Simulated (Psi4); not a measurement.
# SnH3OF (SMILES [OH][SnH2][F]): levels of theory compared

We compute a comparison of 4 runs (BLYP/def2-SVPD, PBE/def2-SVPD, r2SCAN/def2-SVPD, revPBE/def2-SVPD) of SnH3OF. 

The results are computed with Psi4 1.11.

## (1) Starting point

The species is SnH3OF (6 atoms), meant as a singlet with charge 0. SMILES: `[OH][SnH2][F]`. The Sn2–H6 distance was set to 3.045 Å, away from the relaxed value. At this shape a bond of the SMILES string is far longer than usual.

Bond lengths: O1–Sn2 1.948 Å, Sn2–F3 1.922 Å, O1–H4 0.960 Å, Sn2–H5 1.701 Å. Angles: O1–Sn2–F3 105.3°, O1–Sn2–H5 111.8°, F3–Sn2–H5 104.3°, Sn2–O1–H4 114.0°.

## (2) A single-point energy at BLYP/def2-SVPD (core potential) (run 1)

input.json reads:

```json
{
 "schema_name": "qcschema_input",
 "schema_version": 1,
 "molecule": {
  "schema_name": "qcschema_molecule",
  "schema_version": 2,
  "symbols": ["O", "Sn", "F", "H", "H", "H"],
  "geometry": [-2.24227154, -1.2956756, -3.23439287, 1.0018213, -0.18281588, -1.89514397, 3.09337017, -3.15157563, -1.86037301, -2.15572208, -1.962182, -4.91946166, 2.5018859, 1.82256148, -3.90921407, 0.03307021, 1.31657219, 3.57517286],
  "molecular_charge": 0,
  "molecular_multiplicity": 1,
  "fix_symmetry": "c1",
  "fix_com": true,
  "fix_orientation": true
 },
 "driver": "energy",
 "model": {
  "method": "blyp",
  "basis": "def2-SVPD"
 },
 "keywords": {
  "puream": true,
  "e_convergence": 1e-09,
  "d_convergence": 1e-08,
  "scf_type": "pk",
  "dft_radial_points": 99,
  "dft_spherical_points": 590,
  "scf_properties": ["WIBERG_LOWDIN_INDICES", "MULLIKEN_CHARGES", "MAYER_INDICES"]
 }
}
```

The run is started by

```sh
$ psi4 --qcschema input.json -n 1 --memory 2200MB
```

stdout:

```text
[...]
  Running in c1 symmetry.
[...]
  Nuclear repulsion =  141.578661600997719
[...]
  Multiplicity = 1
[...]
  Nalpha       = 21
  Nbeta        = 21
[...]
    Number of basis functions: 102
[...]
   @RKS iter   1:  -390.01212571925277   -5.25958e-01   1.14406e-02 DIIS/ADIIS
[...]
   @RKS iter  17:  -390.88995834451202   -6.73026e-11   4.09354e-09 DIIS
[...]
    Orbital Energies [Eh]
    ---------------------
    Doubly Occupied:
       1A    -24.277864     2A    -18.810422     3A     -4.954342
       4A     -3.334906     5A     -3.333476     6A     -3.331616
       7A     -1.050065     8A     -1.006747     9A     -0.994353
      10A     -0.992681    11A     -0.991836    12A     -0.962565
      13A     -0.880400    14A     -0.500248    15A     -0.426162
      16A     -0.368975    17A     -0.345949    18A     -0.337429
      19A     -0.306243    20A     -0.282814    21A     -0.243730
[...]
  @RKS Final Energy:  -390.88995834451202
   => Energetics <=
    Nuclear Repulsion Energy =            141.5786616009977195
    One-Electron Energy =                -902.4672377990561927
    Two-Electron Energy =                 408.0179324814928350
    DFT Exchange-Correlation Energy =     -38.0193146279464145
    Empirical Dispersion Energy =           0.0000000000000000
    VV10 Nonlocal Energy =                  0.0000000000000000
    Total Energy =                       -390.8899583445120243
[...]
 Multipole Moments:
 ------------------------------------------------------------------------------------
     Multipole            Electronic (a.u.)      Nuclear  (a.u.)        Total (a.u.)
 ------------------------------------------------------------------------------------
 L = 1.  Multiply by 2.5417464519 to convert [e a0] to [Debye]
 Dipole X            :        -32.2393709           32.3214618            0.0820910
 Dipole Y            :         42.2892019          -41.5745832            0.7146188
 Dipole Z            :         88.7718157          -89.5651703           -0.7933546
 Magnitude           :                                                    1.0709017
[...]
  Mulliken Charges: (a.u.)
   Center  Symbol    Alpha    Beta     Spin     Total
       1     O     4.32622  4.32622  0.00000 -0.65244
       2    SN    10.46071 10.46071  0.00000  1.07858
       3     F     4.79340  4.79340  0.00000 -0.58681
       4     H     0.43617  0.43617  0.00000  0.12767
       5     H     0.46167  0.46167  0.00000  0.07666
       6     H     0.52183  0.52183  0.00000 -0.04366
   Total alpha = 21.00000, Total beta = 21.00000, Total charge =  0.00000
  Mayer Bond Indices:
[...]
```

The result, in JSON:

```text
{
 "driver": "energy",
 "model": {
  "method": "blyp",
  "basis": "def2-SVPD"
 },
 "success": true,
 "return_result": -390.889958344512,
 "properties": {
  "calcinfo_nbasis": 102,
  "calcinfo_nmo": 102,
  "calcinfo_nalpha": 21,
  "calcinfo_nbeta": 21,
  "calcinfo_natom": 6,
  "nuclear_repulsion_energy": 141.57866160099772,
  "return_energy": -390.889958344512,
  "scf_one_electron_energy": -902.4672377990562,
  "scf_two_electron_energy": 408.01793248149283,
  "scf_xc_energy": -38.019314627946414,
  "scf_dipole_moment": [0.08209097231285511, 0.7146187542467786, -0.7933545711104557],
  "scf_total_energy": -390.889958344512,
  "scf_iterations": 17
 }
}
```

Run time: 17 s. Hardware: 1 thread of INTEL XEON PLATINUM 8581C at 2.10GHz (Emerald Rapids), shared host; peak memory 0.84 GiB.

## (3) Energy and gradient at PBE/def2-SVPD (core potential) (run 2)

input.dat reads:

```
memory 2200 mb

molecule {
  0 1
  O     -1.186559    -0.685642    -1.711567
  Sn     0.530141    -0.096742    -1.002867
  F      1.636941    -1.667742    -0.984467
  H     -1.140759    -1.038342    -2.603267
  H      1.323941     0.964458    -2.068667
  H      0.017500     0.696700     1.891900
  symmetry c1
}

set globals {
  basis                def2-SVPD
  puream               true
  e_convergence        1e-09
  d_convergence        1e-08
  scf_type             pk
  dft_radial_points    99
  dft_spherical_points 590
}

E, wfn = gradient('pbe', return_wfn=True)
oeprop(wfn, 'MAYER_INDICES', 'WIBERG_LOWDIN_INDICES', 'DIPOLE', title='PBE')
```

The run is started by

```sh
$ psi4 input.dat output.dat -n 1
```

output.dat:

```text
[...]
  Running in c1 symmetry.
[...]
  Nuclear repulsion =  141.578661615840048
[...]
  Multiplicity = 1
[...]
  Nalpha       = 21
  Nbeta        = 21
[...]
    Number of basis functions: 102
[...]
   @RKS iter   1:  -389.94749311816895   -5.63600e-01   1.10731e-02 ADIIS/DIIS
[...]
   @RKS iter  18:  -390.78247093255573   -3.58114e-12   1.13702e-09 DIIS
[...]
    Orbital Energies [Eh]
    ---------------------
    Doubly Occupied:
       1A    -24.246741     2A    -18.785093     3A     -4.953531
       4A     -3.335974     5A     -3.334466     6A     -3.332507
       7A     -1.055640     8A     -1.010630     9A     -0.997450
      10A     -0.995943    11A     -0.994997    12A     -0.967021
      13A     -0.886730    14A     -0.504435    15A     -0.430461
      16A     -0.372623    17A     -0.348899    18A     -0.340178
      19A     -0.310041    20A     -0.286196    21A     -0.246349
[...]
  @RKS Final Energy:  -390.78247093255573
   => Energetics <=
    Nuclear Repulsion Energy =            141.5786616158400477
    One-Electron Energy =                -902.5117333652567595
    Two-Electron Energy =                 408.0470632309422854
    DFT Exchange-Correlation Energy =     -37.8964624140812418
    Empirical Dispersion Energy =           0.0000000000000000
    VV10 Nonlocal Energy =                  0.0000000000000000
    Total Energy =                       -390.7824709325557251
[...]
  -Total Gradient:
     Atom            X                  Y                   Z
    ------   -----------------  -----------------  -----------------
       1        0.024468554426     0.000934796527    -0.005815509827
       2        0.003897471662    -0.028904585957    -0.045974497736
       3       -0.015673425997     0.021851924622    -0.000640977168
       4       -0.000848283265     0.006679639687     0.013976548381
       5       -0.006000984763    -0.009013775828     0.005291606437
       6       -0.005872162262     0.008487205139     0.033188806516
[...]
 Multipole Moments:
 ------------------------------------------------------------------------------------
     Multipole            Electronic (a.u.)      Nuclear  (a.u.)        Total (a.u.)
 ------------------------------------------------------------------------------------
 L = 1.  Multiply by 2.5417464519 to convert [e a0] to [Debye]
 Dipole X            :          5.8970350           -5.8189227            0.0781123
 Dipole Y            :         15.3355133          -14.6241482            0.7113651
 Dipole Z            :          3.7793841           -4.5634322           -0.7840480
 Magnitude           :                                                    1.0615428
[...]
```

Wall time 27 s (1 thread of INTEL XEON PLATINUM 8581C at 2.10GHz (Emerald Rapids), shared host); peak memory 0.84 GiB.

Run 3 isn't shown in full; the table further down has it.

## (4) Energy and gradient at revPBE/def2-SVPD (core potential) (run 4)

input.json reads:

```json
{
  "schema_name": "qcschema_input",
  "schema_version": 1,
  "molecule": {
    "schema_name": "qcschema_molecule",
    "schema_version": 2,
    "symbols": ["O", "Sn", "F", "H", "H", "H"],
    "geometry": [-2.24227154, -1.2956756, -3.23439287, 1.0018213, -0.18281588, -1.89514397, 3.09337017, -3.15157563, -1.86037301, -2.15572208, -1.962182, -4.91946166, 2.5018859, 1.82256148, -3.90921407, 0.03307021, 1.31657219, 3.57517286],
    "molecular_charge": 0,
    "molecular_multiplicity": 1,
    "fix_symmetry": "c1"
  },
  "driver": "gradient",
  "model": {
    "method": "revpbe",
    "basis": "def2-SVPD"
  },
  "keywords": {
    "reference": "rks",
    "puream": true,
    "e_convergence": 1e-09,
    "d_convergence": 1e-08,
    "scf_type": "pk",
    "dft_radial_points": 99,
    "dft_spherical_points": 590,
    "scf_properties": ["WIBERG_LOWDIN_INDICES", "MAYER_INDICES", "LOWDIN_CHARGES"]
  }
}
```

The run is started by

```sh
$ psi4 --qcschema input.json -n 1 --memory 2200MB
```

stdout:

```text
[...]
  Running in c1 symmetry.
[...]
  Nuclear repulsion =  141.578661600997748
[...]
  Multiplicity = 1
[...]
  Nalpha       = 21
  Nbeta        = 21
[...]
    Number of basis functions: 102
[...]
   @RKS iter   1:  -390.11670677089091   -5.68951e-01   1.10272e-02 DIIS/ADIIS
[...]
   @RKS iter  18:  -390.95146910290168   -1.18803e-11   3.13747e-09 DIIS
[...]
    Orbital Energies [Eh]
    ---------------------
    Doubly Occupied:
       1A    -24.257918     2A    -18.796893     3A     -4.956291
       4A     -3.338543     5A     -3.336956     6A     -3.334887
       7A     -1.056712     8A     -1.011583     9A     -0.998556
      10A     -0.997039    11A     -0.996027    12A     -0.968375
      13A     -0.887817    14A     -0.502390    15A     -0.429183
      16A     -0.370939    17A     -0.346964    18A     -0.338431
      19A     -0.308557    20A     -0.284572    21A     -0.244865
[...]
  @RKS Final Energy:  -390.95146910290168
   => Energetics <=
    Nuclear Repulsion Energy =            141.5786616009977479
    One-Electron Energy =                -902.4975540828586418
    Two-Electron Energy =                 408.0461607525213594
    DFT Exchange-Correlation Energy =     -38.0787373735621557
    Empirical Dispersion Energy =           0.0000000000000000
    VV10 Nonlocal Energy =                  0.0000000000000000
    Total Energy =                       -390.9514691029016831
[...]
 Multipole Moments:
 ------------------------------------------------------------------------------------
     Multipole            Electronic (a.u.)      Nuclear  (a.u.)        Total (a.u.)
 ------------------------------------------------------------------------------------
 L = 1.  Multiply by 2.5417464519 to convert [e a0] to [Debye]
 Dipole X            :          5.9010567           -5.8189227            0.0821340
 Dipole Y            :         15.3151413          -14.6241482            0.6909931
 Dipole Z            :          3.7485028           -4.5634321           -0.8149294
 Magnitude           :                                                    1.0716003
[...]
  -Total Gradient:
     Atom            X                  Y                   Z
    ------   -----------------  -----------------  -----------------
       1        0.027971712679     0.001880173471    -0.004683436436
       2        0.002998411207    -0.031853900796    -0.046925616891
       3       -0.017861700290     0.024738559199    -0.000867467845
       4       -0.000922503925     0.006686586862     0.014066673697
       5       -0.006393680431    -0.009737890373     0.005662683356
       6       -0.005820621695     0.008323810246     0.032775448892
[...]
```

The result, in JSON:

```text
{
 "driver": "gradient",
 "model": {
  "method": "revpbe",
  "basis": "def2-SVPD"
 },
 "success": true,
 "return_result": [0.02797171267882044, 0.0018801734714713747, -0.004683436435963362, 0.0029984112073810874, -0.03185390079622832, -0.046925616891347596, -0.017861700290168932, 0.024738559199393106, -0.0008674678453653439, -0.0009225039252662368, 0.006686586861770177, 0.014066673697222754, -0.006393680430714588, -0.009737890372986516, 0.00566268335627533, -0.00582062169508127, 0.008323810245761225, 0.03277544889201156],
 "properties": {
  "calcinfo_nbasis": 102,
  "calcinfo_nmo": 102,
  "calcinfo_nalpha": 21,
  "calcinfo_nbeta": 21,
  "calcinfo_natom": 6,
  "nuclear_repulsion_energy": 141.57866160099775,
  "return_energy": -390.9514691029017,
  "return_gradient": [0.02797171267882044, 0.0018801734714713747, -0.004683436435963362, 0.0029984112073810874, -0.03185390079622832, -0.046925616891347596, -0.017861700290168932, 0.024738559199393106, -0.0008674678453653439, -0.0009225039252662368, 0.006686586861770177, 0.014066673697222754, -0.006393680430714588, -0.009737890372986516, 0.00566268335627533, -0.00582062169508127, 0.008323810245761225, 0.03277544889201156],
  "scf_one_electron_energy": -902.4975540828586,
  "scf_two_electron_energy": 408.04616075252136,
  "scf_xc_energy": -38.078737373562156,
  "scf_dipole_moment": [0.08213397101810305, 0.6909930960694819, -0.814929353785566],
  "scf_total_energy": -390.9514691029017,
  "scf_total_gradient": [0.02797171267882044, 0.0018801734714713747, -0.004683436435963362, 0.0029984112073810874, -0.03185390079622832, -0.046925616891347596, -0.017861700290168932, 0.024738559199393106, -0.0008674678453653439, -0.0009225039252662368, 0.006686586861770177, 0.014066673697222754, -0.006393680430714588, -0.009737890372986516, 0.00566268335627533, -0.00582062169508127, 0.008323810245761225, 0.03277544889201156],
  "scf_iterations": 18
 }
}
```

Wall time 27 s (1 thread of INTEL XEON PLATINUM 8581C at 2.10GHz (Emerald Rapids), shared host); peak memory 0.84 GiB.

## (5) All runs side by side

| run | level | task | properties | energy (Eh) | dipole moment (D) | HOMO energy (eV) | LUMO energy (eV) | wall time |
| --- | --- | --- | --- | --- | --- | --- | --- | --- |
| 1 | BLYP/def2-SVPD (core potential) | energy | (wiberg, mulliken, mayer) | -390.889958 | 2.72 | -6.63 | -4.85 | 17 s |
| 2 | PBE/def2-SVPD (core potential) | gradient | (mayer, wiberg, dipole) | -390.782471 | 2.70 | -6.70 | -4.86 | 27 s |
| 3 | r2SCAN/def2-SVPD (core potential) | energy | (dipole, mayer, lowdin) | -390.951533 | 2.79 | -6.93 | -4.86 | 35 s |
| 4 | revPBE/def2-SVPD (core potential) | gradient | (wiberg, mayer, lowdin) | -390.951469 | 2.72 | -6.66 | -4.82 | 27 s |

## (6) Results

```
                       quantity          value
            run 4: total energy  -390.95147 Eh
           run 4: dipole moment         2.72 D
             run 4: HOMO energy       -6.66 eV
             run 4: LUMO energy       -4.82 eV
           run 4: HOMO–LUMO gap        1.85 eV
run 4: largest force on an atom     2.921 eV/Å
```

In words: The dipole moment (its size) runs from 2.70 D (PBE/def2-SVPD) to 2.79 D (r2SCAN/def2-SVPD). The HOMO–LUMO gap runs from 1.78 eV (BLYP/def2-SVPD) to 2.07 eV (r2SCAN/def2-SVPD). Totals of different functionals can't be ranked against each other. In runs 1, 2, 3, 4 a closed-shell determinant meets a far-stretched bond, which it describes badly. All runs together took 1.8 min, the longest 35 s.
